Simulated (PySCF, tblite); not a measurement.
**C6H10NO radical: geometry, infrared bands and EPR parameters**

Wanted: the infrared bands and EPR parameters of C6H10NO radical (`[CH2]CN(C)C(=O)C=C`), by calculation.

Computed with tblite 0.8.0 and PySCF 2.14.0, with density-fitted response routines of our own, on a single molecule in the gas phase. Atoms are numbered from 0 throughout.

## (1) The molecule as given

18 atoms, charge 0, multiplicity 2; geometry from: force field or distance geometry start.

Bonds of the start (Å): C0–C1 1.50, C1–N2 1.45, N2–C3 1.43, N2–C4 1.42, C4–O5 1.27, C4–C6 1.45, C6–C7 1.32, C0–H8 1.11, C0–H9 1.08, C1–H10 1.13, C1–H11 1.09, C3–H12 1.11, C3–H13 1.11, C3–H14 1.11, C6–H15 1.07, C7–H16 1.09, C7–H17 1.08.

## (2) Geometry optimisation with GFN2-xTB

Job settings and geometry (Å):

```
{"job": {"kind": "relax", "xc": "GFN2-xTB", "basis": "xTB"}, "charge": 0, "multiplicity": 2}
C      2.213300     1.101000     0.812500
C      1.656700     0.495000    -0.446900
N      0.477500    -0.298400    -0.167900
C      0.613600    -1.691400     0.139400
C     -0.774000     0.371400    -0.235500
O     -0.779800     1.601900    -0.533800
C     -2.062100    -0.258700    -0.009400
C     -3.127700     0.512500    -0.108600
H      2.094100     2.205900     0.838200
H      3.179700     0.741400     1.135000
H      2.465200    -0.184700    -0.852300
H      1.385600     1.211700    -1.224400
H      1.031400    -2.269400    -0.710600
H     -0.354800    -2.143500     0.427200
H      1.320500    -1.807500     0.993700
H     -2.205300    -1.286000     0.256600
H     -4.143400     0.154700     0.043100
H     -2.999300     1.550300    -0.368000
```

Command:

```sh
$ OMP_NUM_THREADS=1 python probes_run.py task.json out
```

One launch serves the whole session: the jobs run in the order shown.

**Question.** This job is followed by: GFN2-xTB harmonic vibrations, gas phase; UKS B3LYP, pcH-1 on C H N O, non-relativistic, mean-field spin-orbit, GIAO. What will the session give for the following? strongest single infrared mode (GFN2-xTB); zero-point energy (GFN2-xTB); g(iso) (B3LYP); ⟨S²⟩; largest a(iso) (averaged by class); surface potential, 1st and 99th percentile.

As calculated:

```
                                 quantity                      value
strongest single infrared mode (GFN2-xTB)      1686 cm⁻¹, 224 km/mol
             zero-point energy (GFN2-xTB)              90.4 kcal/mol
                           g(iso) (B3LYP)                    2.00269
                                     ⟨S²⟩         0.754 (exact 0.75)
       largest a(iso) (averaged by class)  1H on H10, H11, 103.1 MHz
    surface potential, 1st and 99th percentile         -2.06 V and 1.03 V
```

In words: Relaxing lowered the energy by 0.674 eV in 113 steps; the close pair that moved most is N2–C4, from 1.421 to 1.355 Å. No mode is imaginary among the 48: a minimum at this level. The strongest single mode, at 1686 cm⁻¹, is spread over several atoms, C4, C6, C7, O5 among them. GFN2-xTB is a fitted tight-binding method: band positions and strengths are rough. Its intensities can rank the bands wrongly. C0 carries the largest spin population, 1.06 e. The isotropic g lies 0.4 ppt above the free-electron value.
